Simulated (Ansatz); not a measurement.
Runs of Ansatz 0.2.0 on MgB. Symmetry: Pm-3m, No. 221, cubic system. Conventional cell: a = 2.895 Å, b = 2.895 Å, c = 2.895 Å, α = 90.00°, β = 90.00°, γ = 90.00°. Around Mg (site symmetry m-3m) lie 8 B at 2.51 Å. B (site symmetry m-3m) is surrounded by 8 Mg at 2.51 Å. The cell was built by a generator and needn't be a form met in nature.

```tsv
level	gap on the mesh (eV)	pressure (GPa)	relaxed volume (Å³/atom)
HF	none	0.0	12.71
HSE06	none	0.0	(a)
PBE0	none	0.0	12.01
PBEsol0	none	0.0	11.85
```

Alike in all rows: task relaxation of cell and atoms; potentials or basis Ansatz PAW; no spin polarisation; cell relaxed; k mesh 5 × 5 × 5; cutoff (eV) 420; smearing fermi-dirac 0.05 eV; the mesh is coarse, so values aren't converged.

Question: Fill in the values left out.

Answer: (a) 12.05.

Caveats: all runs use coarse meshes; the plane-wave basis is chosen anew once the cell has moved, so the energies of steps on either side of that aren't comparable; the PAW data sets come from PBE, with cores solved anew for the run's functional, which leaves a small shift of forces and pressure.

A gap of «none» marks a metal or a gap under the smearing width.
